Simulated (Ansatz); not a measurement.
**Ta3Cu in Ansatz: the effect of functional**

The system is Ta3Cu.

```xyz
4
Lattice="-1.9794 1.9794 4.1513 1.9794 -1.9794 4.1513 1.9794 1.9794 -4.1513" Properties=species:S:1:pos:R:3 pbc="T T T"
Ta    0.0000    0.0000    4.1513
Ta    1.9794    0.0000    2.0756
Ta    0.0000    1.9794    2.0756
Cu    0.0000    0.0000    0.0000
```

The cell comes from a database or a generator and needn't be the stable form of this composition.

The cell isn't the ideal one: volume scaled by 0.96.

Alike in all runs:

| Quantity | Value |
| --- | --- |
| Program | Ansatz 0.2.0 |
| Task | single point |
| Potentials or basis | Ansatz PAW |
| k mesh | 9 × 9 × 9 |
| Occupations | fermi-dirac, width 0.05 eV |
| Spin | no spin polarisation |

```csv
functional,cutoff,pressure (GPa)
LDA,420 eV (not typed: the program's choice for these potentials),?
r2SCAN,500 eV (not typed: the program's choice for these potentials),5.2
PBE,420 eV (not typed: the program's choice for these potentials),8.6
```

What does the run with functional LDA give?

Pressure -4.1 GPa.

Caveats: the PAW data sets come from PBE, with cores solved anew for the run's functional, which leaves a small shift of forces and pressure (some runs).
